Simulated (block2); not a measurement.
# DMRG/STO-6G run of [SnH3]− (SMILES [H][Sn-]([H])[H])

Aim: the vertical ionisation energy of [SnH3]− at DMRG/STO-6G, from 2 runs. 

Program for the calculation: block2 0.5.4.

4 further runs of the same task are left out: 4 set aside as unsound or not needed.

### 1 The structure to begin with

The species is [SnH3]− (4 atoms), meant as a singlet with charge -1. SMILES: `[H][Sn-]([H])[H]`. Geometry: a GFN2-xTB relaxation, a rough one for these elements and not checked as a minimum.

Bond lengths: Sn1–H2 1.948 Å, Sn1–H3 1.948 Å, Sn1–H4 1.949 Å. Angles: H2–Sn1–H3 93.3°, H2–Sn1–H4 93.4°, H3–Sn1–H4 93.5°.

### 2 The energy at DMRG/STO-6G

Input file make_fcidump.py:

```python
from pyscf import ao2mo, cc, dft, gto, mcscf, mp, scf
from pyscf.tools import fcidump

geom = "mol.xyz"
mol = gto.M(
    atom=geom,
    basis="sto-6g",
    charge=-1,
    spin=0,
    verbose=4,
)
print("nao                     : %d" % (mol.nao))
mf = scf.RHF(mol)
mf.conv_tol = 1e-10
mf.max_cycle = 200
mf.kernel()
if not mf.converged:
    mf = mf.newton().run(mf.mo_coeff, mf.mo_occ)
print("E(SCF)                  : %.10f" % (mf.e_tot))
ref = mf
pt = mp.MP2(ref, frozen=18).run()
mycc = cc.CCSD(ref, frozen=18)
mycc.max_cycle = 150
mycc.kernel()
print("MP2 total energy        : %.10f" % (pt.e_tot))
if mycc.converged:
    print(f"E(CCSD)                 : {mycc.e_tot:.10f}")
    print(f"CCSD(T) total energy    : {mycc.e_tot + mycc.ccsd_t():.10f}")
    print(f"T1                      : {mycc.get_t1_diagnostic():.4f}")
ks = dft.RKS(mol, xc="m06l").set(conv_tol=1e-9, verbose=3).run()
if ks.converged:
    print(f"E(M06-L)                : {ks.e_tot:.8f}")
ks = dft.RKS(mol, xc="tpss").set(conv_tol=1e-9, verbose=3).run()
if ks.converged:
    print("E(TPSS)                 : %.8f" % (ks.e_tot))
ks = dft.RKS(mol, xc="b3lyp").set(conv_tol=1e-9, verbose=3).run()
if ks.converged:
    print("E(B3LYP)                : %.8f" % (ks.e_tot))
occ_no, mo = mcscf.addons.make_natural_orbitals(mp.MP2(mf, frozen=18).run())
mf.mo_coeff = mo
cas = mcscf.CASCI(mf, 12, 18)
h1, ecore = cas.get_h1eff()
fcidump.from_integrals("FCIDUMP", h1, cas.get_h2eff(), 12, 18, nuc=ecore, ms=0)
ci = mcscf.CASCI(mf, 12, (9, 9))
ci.fix_spin_(ss=0)
ci.fcisolver.conv_tol = 1e-10
ci.fcisolver.max_cycle = 200
ci.kernel()
print("exact diagonalisation   : %.10f" % (ci.e_tot))
```

Input file input.conf:

```
sym c1
orbitals FCIDUMP
nelec 18
spin 0
irrep 1
occ 2 2 2 2 2 2 2 2 2 0 0 0
cbias 0.1
schedule
0 25 1E-07 1E-03
4 50 1E-07 1E-04
8 75 1E-07 1E-04
10 100 1E-07 1E-05
13 100 1E-08 0.0
end
maxiter 19
sweep_tol 1E-06
noreorder
mem 2g
num_thrds 1
prefix ./tmp
outputlevel 1
onepdm
```

On the command line:

```bash
$ python make_fcidump.py && block2main input.conf
```

The log of the run:

```text
$ python make_fcidump.py

[INPUT] verbose = 4
[INPUT] num. atoms = 4
[INPUT] num. electrons = 54
[INPUT] charge = -1
[INPUT] spin (= nelec alpha-beta = 2S) = 0
[INPUT] symmetry False subgroup None
[INPUT] Mole.unit = angstrom
[INPUT] Symbol           X                Y                Z      unit          X                Y                Z       unit  Magmom
[INPUT]  1 Sn    -0.006380000000   0.005730000000   0.791670000000 AA   -0.012056452675   0.010828130694   1.496039481034 Bohr   0.0
[INPUT]  2 H      1.637790000000  -0.033600000000  -0.251650000000 AA    3.094974549551  -0.063494797785  -0.475549579247 Bohr   0.0
[INPUT]  3 H     -0.786860000000   1.432510000000  -0.280410000000 AA   -1.486949898375   2.707051570701  -0.529898102589 Bohr   0.0
[INPUT]  4 H     -0.844540000000  -1.404640000000  -0.259610000000 AA   -1.595949301240  -2.654384903609  -0.490591799198 Bohr   0.0

nuclear repulsion = 41.3070326191593
number of shells = 14
number of NR pGTOs = 180
number of NR cGTOs = 30
basis = sto-6g
ecp = {}
CPU time:         1.74
nao                     : 30

[... 35 lines left out ...]
converged SCF energy = -5995.83419513476
[... 23 lines left out ...]
Init t2, MP2 energy = -5995.87654596121  E_corr(MP2) -0.042350826448432
[... 10 lines left out ...]
CCSD converged
[... 1 line left out ...]
MP2 total energy        : -5995.8765459610
[... 2 lines left out ...]
CCSD(T) total energy    : -5995.9006554225
[... 10 lines left out ...]
converged SCF energy = -5998.35124054307
[... 10 lines left out ...]
converged SCF energy = -5997.90822285065
[... 10 lines left out ...]
converged SCF energy = -5998.10143896161
[... 15 lines left out ...]
sorting_mo_energy = False
[... 14 lines left out ...]
CASCI converged
[... 38 lines left out ...]
integral sym error =            0
[... 54 lines left out ...]
Sweep =   13 | Direction = backward | Bond dimension =  100 | Noise =  0.00e+00 | Dav threshold =  1.00e-08
Time elapsed =     18.653 | E =   -5995.9007237308 | DE = -7.95e-09 | DW = 5.57761e-09

Final canonical form =  CRRRRRRRRRRR 0
DMRG Energy = -5995.900723730815116
npdm string = ['(C+D)0']

Build NPDM MPO | Nsites =    12 | Nmaxops =  2 | SymbolFree = T | Cutoff = 0.00e+00
 Site =     0 /    12 .. L =        4 R =        1 M =            0 Tmid = 0.000 T = 0.000
 Site =     1 /    12 .. L =        4 R =       23 M =           23 Tmid = 0.000 T = 0.000
 Site =     2 /    12 .. L =        4 R =       21 M =           21 Tmid = 0.000 T = 0.000
 Site =     3 /    12 .. L =        4 R =       19 M =           19 Tmid = 0.000 T = 0.000
 Site =     4 /    12 .. L =        4 R =       17 M =           17 Tmid = 0.000 T = 0.000
 Site =     5 /    12 .. L =        4 R =       15 M =           15 Tmid = 0.000 T = 0.000
 Site =     6 /    12 .. L =        4 R =       13 M =           13 Tmid = 0.000 T = 0.000
 Site =     7 /    12 .. L =        4 R =       11 M =           11 Tmid = 0.000 T = 0.000
 Site =     8 /    12 .. L =        4 R =        9 M =            9 Tmid = 0.000 T = 0.000
 Site =     9 /    12 .. L =        4 R =        7 M =            7 Tmid = 0.000 T = 0.000
 Site =    10 /    12 .. L =        4 R =        5 M =            5 Tmid = 0.000 T = 0.000
 Site =    11 /    12 .. L =        1 R =        4 M =            4 Tmid = 0.000 T = 0.000
Ttotal =      0.000

Expectation | Direction =  forward | BRA bond dimension =  100 | KET bond dimension =  100
Time elapsed =      0.701
NPDM Sorting | Nsites =    12 | Nmaxops =  2 | DotSite = 2 | SymbolFree = T | Compressed = T | LowMem = F | Mem = 1.12 KB
Ttotal =      0.000

DMRG OCC =   2.000 2.000 2.000 2.000 2.000 1.987 1.957 1.953 1.953 0.052 0.052 0.046
```

Run time: 73 s. Hardware: 1 thread of Intel Xeon at 2.50GHz (Skylake/Cascade Lake), shared host; peak memory 0.21 GiB.

### 3 Doublet neutral SnH3: a single-point energy at DMRG/STO-6G

Input file integrals.py:

```python
from pyscf import ao2mo, cc, dft, gto, mcscf, mp, scf
from pyscf.tools import fcidump

geom = """
Sn    -0.006380     0.005730     0.791670
H      1.637790    -0.033600    -0.251650
H     -0.786860     1.432510    -0.280410
H     -0.844540    -1.404640    -0.259610
"""
mol = gto.M(
    atom=geom,
    basis="sto-6g",
    spin=1,
    verbose=3,
)
print("basis functions                = %d" % (mol.nao))
mf = scf.ROHF(mol)
mf.conv_tol = 1e-10
mf.max_cycle = 200
mf.kernel()
if not mf.converged:
    mf = mf.newton().run(mf.mo_coeff, mf.mo_occ)
print("E(HF)                          = %.10f" % (mf.e_tot))
ref = scf.UHF(mol).run(mf.make_rdm1(), conv_tol=1e-10)
pt = mp.MP2(ref, frozen=18).run()
mycc = cc.CCSD(ref, frozen=18)
mycc.max_cycle = 150
mycc.kernel()
print("E(MP2)                         = %.10f" % (pt.e_tot))
if mycc.converged:
    print(f"E(CCSD)                        = {mycc.e_tot:.10f}")
    print(f"E(CCSD(T))                     = {mycc.e_tot + mycc.ccsd_t():.10f}")
ks = dft.UKS(mol, xc="m06l").set(conv_tol=1e-9, verbose=3).run(mf.make_rdm1())
if ks.converged:
    print(f"E(M06-L)                       = {ks.e_tot:.8f}")
ks = dft.UKS(mol, xc="tpss").set(conv_tol=1e-9, verbose=3).run(mf.make_rdm1())
if ks.converged:
    print(f"E(TPSS)                        = {ks.e_tot:.8f}")
ks = dft.UKS(mol, xc="b3lyp").set(conv_tol=1e-9, verbose=3).run(mf.make_rdm1())
if ks.converged:
    print(f"E(B3LYP)                       = {ks.e_tot:.8f}")
occ_no, mo = mcscf.addons.make_natural_orbitals(mp.MP2(mf.to_uhf(), frozen=18).run())
mf.mo_coeff = mo
cas = mcscf.CASCI(mf, 12, 17)
h1, ecore = cas.get_h1eff()
fcidump.from_integrals("FCIDUMP", h1, cas.get_h2eff(), 12, 17, nuc=ecore, ms=1)
ci = mcscf.CASCI(mf, 12, (9, 8))
ci.fix_spin_(ss=0.75)
ci.fcisolver.conv_tol = 1e-10
ci.fcisolver.max_cycle = 200
ci.kernel()
print("exact diagonalisation          = %.10f" % (ci.e_tot))
```

Input file block.conf:

```
sym c1
orbitals FCIDUMP
nelec 17
spin 1
irrep 1
schedule
0 25 1E-09 1E-03
3 50 1E-09 1E-04
6 75 1E-09 1E-04
8 100 1E-09 1E-05
10 100 1E-10 0.0
end
maxiter 16
sweep_tol 1E-07
gaopt default
mem 1g
num_thrds 1
prefix ./tmp
outputlevel 2
onepdm
```

On the command line:

```bash
$ python integrals.py && block2main block.conf
```

The log of the run:

```text
$ python integrals.py
basis functions                = 30
converged SCF energy = -5995.94923735227
E(HF)                          = -5995.9492373523
converged SCF energy = -5995.94974440476  <S^2> = 0.75864855  2S+1 = 2.0086299
E(UMP2) = -5995.99385785188  E_corr = -0.0441134471177309
E(SCS-UMP2) = -5996.00242365895  E_corr = -0.05267925418517
E(UCCSD) = -5996.023897496494  E_corr = -0.07415309173221309
E(MP2)                         = -5995.9938578519
E(CCSD)                        = -5996.0238974965
UCCSD(T) correction = -0.000616985333771005
E(CCSD(T))                     = -5996.0245144818
converged SCF energy = -5998.42451278694  <S^2> = 0.75328078  2S+1 = 2.0032781
E(M06-L)                       = -5998.42451279
converged SCF energy = -5997.9832833247  <S^2> = 0.75133739  2S+1 = 2.0013369
E(TPSS)                        = -5997.98328332
converged SCF energy = -5998.17355641792  <S^2> = 0.75028267  2S+1 = 2.0002827
E(B3LYP)                       = -5998.17355642
E(UMP2) = -5995.99296705779  E_corr = -0.0437297055207302
E(SCS-UMP2) = -5996.00144263603  E_corr = -0.0522052837591402
CASCI E = -5996.02490076177  E(CI) = -82.6225091942842  S^2 = 0.7500000
exact diagonalisation          = -5996.0249007618

$ block2main block.conf

[... 63 lines left out ...]
 --> Site =    0-   1 .. Mmps =    3 Ndav =  17 E =  -5993.9046421137 Error = 0.00e+00 FLOPS = 7.31e+07 Tdav = 0.00 T = 0.01
[... 27 lines left out ...]
 <-- Site =    2-   3 .. Mmps =   25 Ndav =  16 E =  -5996.0195093079 Error = 4.54e-04 FLOPS = 1.80e+08 Tdav = 0.06 T = 0.13
[... 36 lines left out ...]
 <-- Site =    5-   6 .. Mmps =   50 Ndav =   4 E =  -5996.0236553066 Error = 2.59e-08 FLOPS = 6.53e+08 Tdav = 0.10 T = 0.20
[... 36 lines left out ...]
 <-- Site =    8-   9 .. Mmps =   13 Ndav =   1 E =  -5996.0248642894 Error = 0.00e+00 FLOPS = 7.11e+07 Tdav = 0.00 T = 0.05
[... 27 lines left out ...]
 --> Site =   10-  11 .. Mmps =   15 Ndav =   1 E =  -5996.0248927877 Error = 1.07e-14 FLOPS = 1.59e+07 Tdav = 0.00 T = 0.04
[... 36 lines left out ...]
 --> Site =    7-   8 .. Mmps =  100 Ndav =   2 E =  -5996.0248989411 Error = 1.12e-10 FLOPS = 4.68e+08 Tdav = 0.02 T = 0.17
[... 36 lines left out ...]
 --> Site =    4-   5 .. Mmps =  100 Ndav =   5 E =  -5996.0249006537 Error = 6.15e-07 FLOPS = 2.50e+09 Tdav = 0.49 T = 0.68
[... 53 lines left out ...]
 <-- Site =    5-   6 .. Nterms =           13 Error =  0.000000000320/ 0.000000000000 FLOPS = 3.29e+09 Tmult = 0.00 T = 0.07
 <-- Site =    4-   5 .. Nterms =           15 Error =  0.000000210717/ 0.000000000000 FLOPS = 1.17e+09 Tmult = 0.01 T = 0.13
 <-- Site =    3-   4 .. Nterms =           17 Error =  0.000000963492/ 0.000000000000 FLOPS = 3.69e+08 Tmult = 0.01 T = 0.12
 <-- Site =    2-   3 .. Nterms =           19 Error =  0.000000000000/ 0.000000000000 FLOPS = 1.76e+08 Tmult = 0.00 T = 0.05
 <-- Site =    1-   2 .. Nterms =           21 Error =  0.000000000000/ 0.000000000000 FLOPS = 1.17e+08 Tmult = 0.00 T = 0.04
 <-- Site =    0-   1 .. Nterms =           23 Error =  0.000000000000/ 0.000000000000 FLOPS = 5.55e+07 Tmult = 0.00 T = 0.05
[... 7 lines left out ...]
NPDM Sorting | Nsites =    12 | Nmaxops =  2 | DotSite = 2 | SymbolFree = T | Compressed = T | LowMem = F | Mem = 1.12 KB
 Site =     0 ..  T = 0.000
 Site =     1 ..  T = 0.000
 Site =     2 ..  T = 0.000
 Site =     3 ..  T = 0.000
 Site =     4 ..  T = 0.000
 Site =     5 ..  T = 0.000
 Site =     6 ..  T = 0.000
 Site =     7 ..  T = 0.000
 Site =     8 ..  T = 0.000
 Site =     9 ..  T = 0.000
 Site =    10 ..  T = 0.000
Ttotal =      0.000

DMRG OCC =   2.000 2.000 2.000 2.000 2.000 1.964 1.930 1.930 1.007 0.060 0.060 0.050
```

Run time: 92 s. Hardware: 1 thread of Intel Xeon at 2.50GHz (Skylake/Cascade Lake), shared host; peak memory 0.22 GiB.

### 4 What came out

At DMRG/STO-6G, 18 core orbitals frozen:

```
                                           quantity           value
                   run 1, DMRG/STO-6G: total energy  -5995.90072 Eh
 run 1, DMRG/STO-6G: T1 diagnostic of the CCSD step           0.009
                 doublet neutral SnH3: total energy  -5996.02490 Eh
vertical detachment energy (to the doublet neutral)       -3.379 eV
```

What this shows: The species is unbound against losing an electron at this level, by 3.38 eV (−78 kcal/mol); missing correlation or diffuse functions can give that sign where the real anion is bound. In a minimal basis such a difference can be off by several eV, whatever the method. Relativity is left out (run 1, DMRG/STO-6G) although the molecule holds a heavy atom. Relativity is left out (doublet neutral SnH3) although the molecule holds a heavy atom.
